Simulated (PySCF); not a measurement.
# F2OsS3 (Os(S)3(F)2): the cost of one run

Program: PySCF 2.14.0. Level of theory: B3LYP, Os def2-SVP with ECP60, S def2-SVP, F def2-SVP; scalar-relativistic core potentials, no spin–orbit coupling. These are calculated values, not measurements.

2 further runs of the same task are left out: 2 for a known fault of the program.

**1. The system as given**

6 atoms, charge 0, spin multiplicity 1.

Bond lengths: Os1–S2 2.128 Å, Os1–S3 2.128 Å, Os1–S4 2.129 Å, Os1–F5 1.933 Å, Os1–F6 1.933 Å. Angles: S2–Os1–S3 119.8°, S2–Os1–S4 120.1°, S2–Os1–F5 90.0°, S2–Os1–F6 90.0°, S3–Os1–S4 120.1°, S3–Os1–F5 90.0°, S3–Os1–F6 90.0°, S4–Os1–F5 90.0°, S4–Os1–F6 90.0°, F5–Os1–F6 180.0°.

Geometry (Å):

```mol
F2OsS3
  3D, bonds by distance, orders not assigned

  6  5  0  0  0  0  0  0  0  0999 V2000
   -0.0467    0.0000   -0.0000 Os  0  0
   -1.1134    0.0000    1.8417 S   0  0
   -1.1134   -0.0000   -1.8417 S   0  0
    2.0818   -0.0000   -0.0000 S   0  0
   -0.0459    1.9330   -0.0000 F   0  0
   -0.0459   -1.9330    0.0000 F   0  0
  1  2  8  0
  1  3  8  0
  1  4  8  0
  1  5  8  0
  1  6  8  0
M  END
```

Formal oxidation states: Os +8. An earlier session relaxed this geometry at B3LYP, Os def2-SVP with ECP60, S def2-SVP, F def2-SVP (singlet, point group D3h).

Its energy there is -1484.530907 Eh.

**2. Multiplicity 3 at the relaxed geometry**

Contents of run.py (the lines that set the calculation):

```python
mol = gto.M(atom='''
Os    -0.04669     0.00000     0.00000
S     -1.11343     0.00000     1.84174
S     -1.11343     0.00000    -1.84174
S      2.08184     0.00000     0.00000
F     -0.04586     1.93298     0.00000
F     -0.04586    -1.93298     0.00000''',
    basis={'Os': 'def2-SVP', 'S': 'def2-SVP', 'F': 'def2-SVP'},
    ecp={'Os': 'def2-SVP'},
    charge=0, spin=2)
mf = dft.UKS(mol, xc='B3LYP')
mf.grids.atom_grid = (50, 194)
mf = mf.density_fit()  # fitting sets: Os def2-universal-JKFIT, S def2-universal-JKFIT, F def2-universal-JKFIT
mf.conv_tol = 1e-08; mf.max_cycle = 55
mf.kernel(dm0)  # dm0: free metal ions and neutral atoms
```

Run with:

```sh
$ OMP_NUM_THREADS=2 python run.py
```

**Question.** How long does this run take on 2 threads of Arm Neoverse V1, shared host?

About 7.4 s.
